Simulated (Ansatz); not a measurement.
# Sr2LiAlSi2: structure and electronic properties

The task, for Sr2LiAlSi2: relax cell and atoms.

Program: Ansatz 0.2.0. Level of theory: DFT PBE, scalar-relativistic, plane waves, PAW. These are calculated values, not measurements.

### Step 1. Starting point

Symmetry: Cmce, No. 64, orthorhombic system. The conventional cell has a = 12.528 Å, b = 14.468 Å, c = 6.274 Å, α = 90.00°, β = 90.00°, γ = 90.00°. Sr (site symmetry 2) is surrounded by 2 Al at 3.24 Å and 2 Li at 3.26 Å and 5 Si at 3.26 to 3.36 Å. Sr (site symmetry m) has 2 Li at 3.18 Å and 5 Si at 3.23 to 3.38 Å and 2 Al at 3.33 Å as nearest neighbours. Li (site symmetry 2) has 4 Si at 2.67 to 2.78 Å as nearest neighbours. Al (site symmetry 2) is surrounded by 4 Si at 2.60 to 2.65 Å. Around Si (site symmetry 2) lie 2 Al at 2.65 Å and 2 Li at 2.67 Å and 5 Sr at 3.26 to 3.36 Å. Around Si (site symmetry m) lie 2 Al at 2.60 Å and 2 Li at 2.78 Å and 5 Sr at 3.23 to 3.38 Å.

As a file:

```cif
data_structure
_symmetry_space_group_name_H-M 'P 1'
_symmetry_Int_Tables_number 1
_cell_length_a 9.5692
_cell_length_b 9.5692
_cell_length_c 6.2735
_cell_angle_alpha 90.000
_cell_angle_beta 90.000
_cell_angle_gamma 98.219
_cell_volume 568.56
loop_
_atom_site_label
_atom_site_type_symbol
_atom_site_fract_x
_atom_site_fract_y
_atom_site_fract_z
_atom_site_occupancy
Sr1 Sr 0.91510 0.58490 0.25000 1
Sr2 Sr 0.08490 0.41510 0.75000 1
Sr3 Sr 0.58490 0.91510 0.75000 1
Sr4 Sr 0.41510 0.08490 0.25000 1
Sr5 Sr 0.83660 0.16340 0.22830 1
Sr6 Sr 0.16340 0.83660 0.77170 1
Sr7 Sr 0.66340 0.33660 0.72830 1
Sr8 Sr 0.33660 0.66340 0.27170 1
Li1 Li 0.12540 0.12540 0.00000 1
Li2 Li 0.87460 0.87460 0.00000 1
Li3 Li 0.37460 0.37460 0.50000 1
Li4 Li 0.62540 0.62540 0.50000 1
Al1 Al 0.37200 0.37200 0.00000 1
Al2 Al 0.62800 0.62800 0.00000 1
Al3 Al 0.12800 0.12800 0.50000 1
Al4 Al 0.87200 0.87200 0.50000 1
Si1 Si 0.14720 0.35280 0.25000 1
Si2 Si 0.85280 0.64720 0.75000 1
Si3 Si 0.35280 0.14720 0.75000 1
Si4 Si 0.64720 0.85280 0.25000 1
Si5 Si 0.60320 0.39680 0.22350 1
Si6 Si 0.39680 0.60320 0.77650 1
Si7 Si 0.89680 0.10320 0.72350 1
Si8 Si 0.10320 0.89680 0.27650 1
```

(A quick probe on a coarse mesh, which set the mesh and smearing, is not shown.)

### Step 3. Full relaxation

Contents of input.yaml:

```yaml
crystal:
  lattice:
    - [6.26415, -7.2339, 0.0]
    - [6.26415, 7.2339, 0.0]
    - [0.0, 0.0, 6.2735]
  atoms:
    - { symbol: Sr, position: [0.9151, 0.5849, 0.25] }
    - { symbol: Sr, position: [0.0849, 0.4151, 0.75] }
    - { symbol: Sr, position: [0.5849, 0.9151, 0.75] }
    - { symbol: Sr, position: [0.4151, 0.0849, 0.25] }
    - { symbol: Sr, position: [0.8366, 0.1634, 0.2283] }
    - { symbol: Sr, position: [0.1634, 0.8366, 0.7717] }
    - { symbol: Sr, position: [0.6634, 0.3366, 0.7283] }
    - { symbol: Sr, position: [0.3366, 0.6634, 0.2717] }
    - { symbol: Li, position: [0.1254, 0.1254, 0.0] }
    - { symbol: Li, position: [0.8746, 0.8746, 0.0] }
    - { symbol: Li, position: [0.3746, 0.3746, 0.5] }
    - { symbol: Li, position: [0.6254, 0.6254, 0.5] }
    - { symbol: Al, position: [0.372, 0.372, 0.0] }
    - { symbol: Al, position: [0.628, 0.628, 0.0] }
    - { symbol: Al, position: [0.128, 0.128, 0.5] }
    - { symbol: Al, position: [0.872, 0.872, 0.5] }
    - { symbol: Si, position: [0.1472, 0.3528, 0.25] }
    - { symbol: Si, position: [0.8528, 0.6472, 0.75] }
    - { symbol: Si, position: [0.3528, 0.1472, 0.75] }
    - { symbol: Si, position: [0.6472, 0.8528, 0.25] }
    - { symbol: Si, position: [0.6032, 0.3968, 0.2235] }
    - { symbol: Si, position: [0.3968, 0.6032, 0.7765] }
    - { symbol: Si, position: [0.8968, 0.1032, 0.7235] }
    - { symbol: Si, position: [0.1032, 0.8968, 0.2765] }
basis:
  ecutwfc: 420
kpoints:
  mp_grid: { grid: [4, 4, 6] }
hamiltonian:
  xc: pbe
scf:
  occupations: { method: gaussian, width: 0.1 }
output:
  forces: true
  stress: true
  eigenvalues: true
  write_density: true
  write_potential: true
  elf: true
  volumetric_format: npy
relax:
  adjacent_minimum: "off"
  f_tol: 0.005
  max_steps: 80
  cell: { stress_tol: 0.05 }
```

Started as:

```
$ ansatz run input.yaml --threads 8 --pin off --max-ram 22528MiB --backend cpu --events-out ev --progress --plain --runs-dir out
```

**Question.** What will these runs give? Wanted: relaxed cell; volume; formation energy.

As calculated:

| quantity | value |
| --- | --- |
| relaxed cell (conventional) | a = 12.537 Å, b = 14.548 Å, c = 6.277 Å, α = 90.00°, β = 90.00°, γ = 90.00° |
| space group (0.01 Å) | Cmce (No. 64) |
| volume | 23.85 Å³/atom |
| formation energy (elements from runs with the same settings, not shown) | -0.44 eV/atom |

In words: Relaxation raised the volume by 0.7 %.
